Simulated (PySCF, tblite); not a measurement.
# C₄H₉GeN: dynamics, then NMR shifts on frames, part 2 of 2

tblite 0.8.0 and PySCF 2.14.0. Atoms count from 0. Earlier steps stand in the parts before.

### Step 5. NMR shieldings: 625 fs, PBE0/pcSseg-1

What the job is given:

```
{"job": {"kind": "nmr", "xc": "PBE0", "basis": "pcSseg-1", "pop": false}, "charge": 0, "multiplicity": 1}
C      2.799700     0.436100     0.837300
C      1.508500     0.345700     0.090700
C      0.393400     0.189000    -0.342800
Ge    -1.538400     0.362000    -0.475700
C     -2.816300     0.426500     1.010600
N     -1.532300     2.051800    -1.155700
H      3.642400     0.138800     0.211300
H      2.919900    -0.203500     1.668100
H      3.036700     1.586700     1.092300
H     -1.864800    -0.640200    -1.694700
H     -3.861100     0.670500     0.520500
H     -2.589700     1.376800     1.726900
H     -3.065100    -0.248500     1.755000
H     -0.804900     2.021700    -1.865600
H     -2.371900     2.565900    -1.309900
```

Method: GIAO PBE0/pcSseg-1 NMR shielding, non-relativistic, gas phase.

The log of the run:

```text
coarse grid: 55504 points
cycle   1  E = -2288.6212990949  dE = -3.192e-01  |g| = 1.028e+00  |ddm| = 3.759e+00
cycle   2  E = -2288.5465972587  dE =  7.470e-02  |g| = 1.162e+00  |ddm| = 1.483e+00
cycle   3  E = -2288.7357590382  dE = -1.892e-01  |g| = 1.616e-01  |ddm| = 9.181e-01
cycle   4  E = -2288.7395427014  dE = -3.784e-03  |g| = 9.837e-02  |ddm| = 1.723e-01
cycle   5  E = -2288.7415778372  dE = -2.035e-03  |g| = 2.883e-02  |ddm| = 7.989e-02
cycle   6  E = -2288.7417768220  dE = -1.990e-04  |g| = 4.537e-03  |ddm| = 2.406e-02
cycle   7  E = -2288.7417810810  dE = -4.259e-06  |g| = 1.031e-03  |ddm| = 4.650e-03
final grid: 117216 points
cycle   8  E = -2288.7417329686  dE =  2.978e-08  |g| = 1.168e-03  |ddm| = 2.354e-03
cycle   9  E = -2288.7417327888  dE =  1.798e-07  |g| = 1.482e-03  |ddm| = 2.165e-03
cycle  10  E = -2288.7417332926  dE = -5.039e-07  |g| = 1.928e-04  |ddm| = 1.182e-03
cycle  11  E = -2288.7417333013  dE = -8.622e-09  |g| = 5.441e-05  |ddm| = 1.570e-04
cycle  12  E = -2288.7417333020  dE = -7.449e-10  |g| = 9.937e-06  |ddm| = 4.685e-05
converged SCF energy = -2288.7417333020

GIAO shielding tensors (ppm)
atom      isotropic    diamagn.    paramagn.     s11        s22        s33       span
  0 C      174.556     248.408     -73.851    163.098    165.303    195.267     32.169
  1 C       73.876     270.142    -196.266    -28.307    -17.257    267.192    295.499
  2 C       90.791     270.129    -179.338    -14.531     14.352    272.552    287.083
  3 Ge    1394.382    2754.305   -1359.923   1320.821   1338.070   1524.255    203.435
  4 C      175.440     246.998     -71.558    164.499    172.557    189.266     24.767
  5 N      246.387     322.517     -76.130    195.922    252.073    291.166     95.243
  6 H       29.826      27.251       2.576     25.083     27.539     36.858     11.775
  7 H       30.182      30.604      -0.422     25.505     28.370     36.672     11.167
  8 H       27.212      25.423       1.789     22.211     25.781     33.644     11.433
  9 H       25.172      27.232      -2.059     19.378     19.842     36.297     16.919
 10 H       29.148      24.670       4.479     24.152     26.729     36.565     12.413
 11 H       28.185      27.012       1.173     23.714     25.993     34.848     11.134
 12 H       31.457      31.014       0.443     26.949     27.423     40.000     13.051
 13 H       31.339      32.168      -0.829     22.132     29.321     42.564     20.432
 14 H       31.426      31.282       0.144     23.499     27.414     43.363     19.864
```

It took 20 s on 1 thread of Arm Neoverse V2, shared host; peak memory 0.81 GiB.

Key values: δ C1 113.0, C2 96.1, C0 12.4, C4 11.5, H9 6.54, H8 4.50 ppm.

### Step 6. Nuclear shieldings: 800 fs, PBE0/pcSseg-1

What the job is given:

```
{"job": {"kind": "nmr", "xc": "PBE0", "basis": "pcSseg-1", "pop": false}, "charge": 0, "multiplicity": 1}
C      2.247400    -0.695400     1.829700
C      0.959200    -0.599700     1.155400
C      0.062900    -0.130500     0.445200
Ge    -1.622200     0.530300    -0.265300
C     -2.621400     1.975000     0.732500
N     -1.106300     0.963700    -2.022000
H      1.957900    -1.338900     2.698300
H      2.954200     0.169000     1.933400
H      2.722000    -1.500500     1.118700
H     -2.565300    -0.639900    -0.308600
H     -3.431200     2.211700     0.027500
H     -1.929600     2.852000     0.842600
H     -3.046300     1.736100     1.673600
H     -1.822800     1.510500    -2.482700
H     -0.169300     1.027600    -2.316600
```

Method: GIAO PBE0/pcSseg-1 NMR shielding, non-relativistic, gas phase.

The log of the run:

```text
coarse grid: 55504 points
cycle   1  E = -2288.6330450308  dE = -3.432e-01  |g| = 1.024e+00  |ddm| = 3.655e+00
cycle   2  E = -2288.5577862228  dE =  7.526e-02  |g| = 1.163e+00  |ddm| = 1.535e+00
cycle   3  E = -2288.7453476768  dE = -1.876e-01  |g| = 1.702e-01  |ddm| = 9.700e-01
cycle   4  E = -2288.7492519347  dE = -3.904e-03  |g| = 1.092e-01  |ddm| = 1.903e-01
cycle   5  E = -2288.7518604502  dE = -2.609e-03  |g| = 3.161e-02  |ddm| = 9.148e-02
cycle   6  E = -2288.7521026117  dE = -2.422e-04  |g| = 4.695e-03  |ddm| = 2.651e-02
cycle   7  E = -2288.7521073428  dE = -4.731e-06  |g| = 1.118e-03  |ddm| = 5.500e-03
final grid: 117216 points
cycle   8  E = -2288.7521107041  dE =  6.217e-08  |g| = 1.281e-03  |ddm| = 2.979e-03
cycle   9  E = -2288.7521104235  dE =  2.805e-07  |g| = 1.696e-03  |ddm| = 2.783e-03
cycle  10  E = -2288.7521110954  dE = -6.719e-07  |g| = 3.129e-04  |ddm| = 1.544e-03
cycle  11  E = -2288.7521111190  dE = -2.362e-08  |g| = 7.049e-05  |ddm| = 2.582e-04
cycle  12  E = -2288.7521111203  dE = -1.276e-09  |g| = 1.338e-05  |ddm| = 6.233e-05
cycle  13  E = -2288.7521111203  dE = -4.047e-11  |g| = 1.954e-06  |ddm| = 1.147e-05
converged SCF energy = -2288.7521111203

GIAO shielding tensors (ppm)
atom      isotropic    diamagn.    paramagn.     s11        s22        s33       span
  0 C      175.796     251.677     -75.880    162.670    173.373    191.346     28.677
  1 C       69.173     274.608    -205.435    -50.009    -14.840    272.367    322.376
  2 C       84.395     268.818    -184.424    -21.392     16.342    258.234    279.626
  3 Ge    1387.029    2755.834   -1368.804   1206.046   1434.181   1520.861    314.815
  4 C      178.494     252.478     -73.984    164.403    179.672    191.407     27.004
  5 N      261.967     319.502     -57.535    210.689    268.808    306.403     95.714
  6 H       28.640      26.868       1.772     22.827     27.455     35.637     12.809
  7 H       28.121      28.635      -0.514     23.775     26.427     34.160     10.386
  8 H       27.369      27.844      -0.474     21.593     26.799     33.715     12.122
  9 H       26.470      29.834      -3.364     20.032     20.851     38.527     18.494
 10 H       31.111      27.868       3.244     26.410     29.088     37.836     11.426
 11 H       30.125      29.600       0.525     25.676     27.631     37.068     11.392
 12 H       31.415      30.674       0.741     26.933     28.190     39.122     12.189
 13 H       32.103      29.972       2.132     22.715     28.317     45.277     22.562
 14 H       31.520      34.271      -2.751     23.594     27.570     43.394     19.800
```

It took 19 s on 1 thread of Arm Neoverse V2, shared host; peak memory 0.81 GiB.

This run: δ C1 117.8, C2 102.5, C0 11.1, C4 8.4, H9 5.25, H8 4.35 ppm.

### Step 7. Nuclear shieldings: 1000 fs, PBE0/pcSseg-1

What the job is given:

```
{"job": {"kind": "nmr", "xc": "PBE0", "basis": "pcSseg-1", "pop": false}, "charge": 0, "multiplicity": 1}
C      1.610000    -1.160700     2.267600
C      0.672100    -0.364600     1.489000
C     -0.059000     0.059100     0.639400
Ge    -1.396200     0.957300    -0.364000
C     -0.728600     2.847900    -0.546600
N     -1.341600     0.236100    -2.012200
H      2.235500    -0.597700     2.987900
H      2.259700    -1.768400     1.646400
H      0.849000    -1.866600     2.679700
H     -2.768200     1.105500     0.251800
H      0.037500     3.175600     0.182300
H     -1.610800     3.403900    -0.413300
H     -0.271200     3.202000    -1.451200
H     -1.551600     0.980100    -2.657700
H     -2.189500    -0.277100    -2.238500
```

With the program's defaults for keys left out, this is: GIAO PBE0/pcSseg-1 NMR shielding, non-relativistic, gas phase.

The log of the run:

```text
coarse grid: 55504 points
cycle   1  E = -2288.6273490380  dE = -1.088e-01  |g| = 1.051e+00  |ddm| = 3.744e+00
cycle   2  E = -2288.5453971998  dE =  8.195e-02  |g| = 1.195e+00  |ddm| = 1.838e+00
cycle   3  E = -2288.7548673101  dE = -2.095e-01  |g| = 1.605e-01  |ddm| = 1.214e+00
cycle   4  E = -2288.7584836008  dE = -3.616e-03  |g| = 1.009e-01  |ddm| = 2.026e-01
cycle   5  E = -2288.7606853721  dE = -2.202e-03  |g| = 2.634e-02  |ddm| = 8.593e-02
cycle   6  E = -2288.7608485995  dE = -1.632e-04  |g| = 4.855e-03  |ddm| = 2.343e-02
cycle   7  E = -2288.7608534868  dE = -4.887e-06  |g| = 1.088e-03  |ddm| = 5.339e-03
final grid: 117216 points
cycle   8  E = -2288.7608522506  dE =  2.124e-08  |g| = 1.183e-03  |ddm| = 3.358e-03
cycle   9  E = -2288.7608520913  dE =  1.593e-07  |g| = 1.458e-03  |ddm| = 2.424e-03
cycle  10  E = -2288.7608525823  dE = -4.911e-07  |g| = 1.882e-04  |ddm| = 1.340e-03
cycle  11  E = -2288.7608525905  dE = -8.189e-09  |g| = 4.973e-05  |ddm| = 1.678e-04
cycle  12  E = -2288.7608525911  dE = -5.721e-10  |g| = 1.098e-05  |ddm| = 4.106e-05
converged SCF energy = -2288.7608525911

GIAO shielding tensors (ppm)
atom      isotropic    diamagn.    paramagn.     s11        s22        s33       span
  0 C      179.191     253.957     -74.766    164.578    176.593    196.401     31.823
  1 C       76.336     272.536    -196.200    -23.728    -11.944    264.679    288.407
  2 C       98.731     268.015    -169.284     -1.046     24.094    273.146    274.192
  3 Ge    1395.377    2754.376   -1358.998   1314.914   1364.306   1506.912    191.999
  4 C      186.607     247.528     -60.922    161.912    193.537    204.371     42.459
  5 N      266.565     308.036     -41.471    231.813    272.232    295.650     63.837
  6 H       29.436      27.368       2.068     24.454     27.247     36.608     12.153
  7 H       29.512      31.315      -1.803     24.586     28.266     35.684     11.098
  8 H       28.141      28.230      -0.089     21.881     27.948     34.594     12.713
  9 H       26.328      29.017      -2.689     20.102     20.734     38.147     18.045
 10 H       30.891      29.981       0.910     25.610     28.771     38.292     12.682
 11 H       32.374      28.570       3.804     26.796     29.589     40.737     13.941
 12 H       31.777      30.180       1.597     27.012     29.010     39.309     12.297
 13 H       32.805      29.242       3.563     23.738     29.894     44.784     21.046
 14 H       32.198      29.087       3.112     24.075     27.047     45.473     21.398
```

It took 18 s on 1 thread of Arm Neoverse V2, shared host; peak memory 0.81 GiB.

Key values: δ C1 110.6, C2 88.2, C0 7.7, C4 0.3, H9 5.39, H8 3.58 ppm.

### Step 8. Run by run: NMR shifts

Shifts (ppm) of some atoms, chosen among heavy atoms and hydrogens apart, with basis size and wall time:

```
  frame     C1     C2    C4    H11    H10  Ge3    N5  functions  time
 250 fs  120.3   96.6   3.8   0.17  -0.58  -77  20.5        171  21 s
 425 fs  124.8  103.1   6.4   1.85   1.77  -68  33.0        171  20 s
 625 fs  113.0   96.1  11.5   3.53   2.57  -63  21.3        171  20 s
 800 fs  117.8  102.5   8.4   1.59   0.61  -56   5.8        171  19 s
1000 fs  110.6   88.2   0.3  -0.66   0.83  -64   1.2        171  18 s
```

### Step 9. Outcome

The summary covers parts 1 to 2.

```
                                         quantity                                                      value
                                       thermostat                                                      600 K
                    mean temperature, second half                                                      752 K
          mean potential energy above the minimum                                                    1.12 eV
   ¹³C shifts against TMS (PBE0/pcSseg-1, 250 fs)                                 120.3, 96.6, 10.8, 3.8 ppm
    ¹H shifts against TMS (PBE0/pcSseg-1, 250 fs)  6.33, 3.60, 2.97, 2.26, 2.25, 0.95, 0.17, 0.03, -0.58 ppm
⁷³Ge shifts against GeMe4 (PBE0/pcSseg-1, 250 fs)                                                    -77 ppm
   ¹⁵N shifts against NH3 (PBE0/pcSseg-1, 250 fs)                                                   20.5 ppm
                         range of the shift of N5                                            1.2 to 33.0 ppm
```

What this shows: In the second half the potential energy averages 1.12 eV above the minimum; equipartition over 39 harmonic modes at 600 K would give 1.01 eV. With 15 atoms the temperature swings widely (250 to 1191 K). Shifts at one fixed geometry are not the observed spectrum, which averages over the motion. In the first frame run (250 fs): Shielding is most anisotropic at C1 (span 305 ppm, paramagnetic term -209 ppm). In ppm, N5 moves most: its shift spreads over 31.8 ppm, from 1.2 (1000 fs) to 33.0 (425 fs). Spin-orbit coupling is left out, which matters for shieldings and couplings at and beside the heavy atoms.
